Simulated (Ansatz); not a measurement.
# CHGeP (quintet): the correlation ladder, cc-pVDZ

An exercise on one series of results from a longer session: the logs are not shown, and one member is left open.

Computed with Ansatz 0.2.0, Gaussian basis. Level: cc-pVDZ, core rule «outside noble gas», up to 20 orbitals frozen.

To be run: UHF; CCSD(T) on ROHF; CCSD(T) on UHF; BCCD(T) on ROHF; CISD; CCSDT(Q) on ROHF; CCSDT(Q) on UHF; CASSCF and NEVPT2, 12 electrons in 11 orbitals.

24 further runs of the same task are left out: 1 for a known fault of the program, 8 that didn't finish, 15 set aside as unsound or not needed.

## What is computed

The geometry is a PBE0/def2-TZVP stationary point (not a proven minimum) of the parent state, kept for this charge and spin. No spin-orbit coupling is included. The filled d shell of Ge may be among the frozen orbitals whatever the setting's name suggests; the logs give the count.

4 atoms, charge 0, spin multiplicity 5.

Atoms are counted from 1 here; the program's logs count them from 0.

Bond lengths: C1–P2 1.549 Å, C1–H4 1.070 Å, P2–Ge3 2.250 Å. Angles: P2–C1–H4 180.0°, C1–P2–Ge3 180.0°.

The first run:

Contents of in.yaml:

```yaml
crystal:
  periodic: [false, false, false]
  atoms:
    - {symbol: C, position_ang: [0.000000, 0.000000, 1.069273]}
    - {symbol: P, position_ang: [0.000000, 0.000000, -0.479383]}
    - {symbol: Ge, position_ang: [0.000000, 0.000000, -2.729648]}
    - {symbol: H, position_ang: [0.000000, 0.000000, 2.139758]}
basis:
  gaussian: {orbitals: cc-pVDZ}
magnetization: {spin_polarized: true, initial_magnetization: 4}
hamiltonian: {xc: hf}
output: {orbitals: {seedname: orbitals}}
```

Started as:

```bash
$ ansatz run in.yaml --threads 1 --pin off --events-out ev --progress --plain --max-ram 2393MiB
```

Among the steps run: UHF; CCSD(T) on ROHF; CCSD(T) on UHF; BCCD(T) on ROHF; CISD; CCSDT(Q) on ROHF; CCSDT(Q) on UHF; CASSCF and NEVPT2, 12 electrons in 11 orbitals.

One of the session's tables, all rows but one given; the rest of the session is left out.

```
   method  from RCCSDT(Q) (kJ/mol)
     ROHF                   +875.3
      UHF                   +818.1
     RMP2                   +181.6
     UMP2                   +198.6
     CISD                   +157.5
    RCCSD                    +70.8
    UCCSD                    +69.0
 RCCSD(T)                    +35.8
 UCCSD(T)                        ?
  BCCD(T)                    +36.3
   RCCSDT                    +12.4
   UCCSDT                    +12.1
RCCSDT(Q)                        0
UCCSDT(Q)                     -0.6
```

Estimate the missing values for UCCSD(T).

The run gave: from RCCSDT(Q) (kJ/mol): +36.5. In the column «from RCCSDT(Q) (kJ/mol)» it lies between BCCD(T) (+36.3) and UCCSD (+69.0).

Left out of the table: CASSCF frontier, NEVPT2 frontier (the active space lost an orbital or holds another state than full CI finds).

Caveats from the session: The report flags that the cluster equations may have other roots. The program flags RCCSDT(Q), UCCSDT(Q) as in doubt, so the zero of the table is itself unsure. Restricted and unrestricted rows rest on different reference determinants; where their highest levels disagree by more than a few hundredths of an eV, they describe different states and don't form one ladder. Warnings in the runs' records: passed over end.
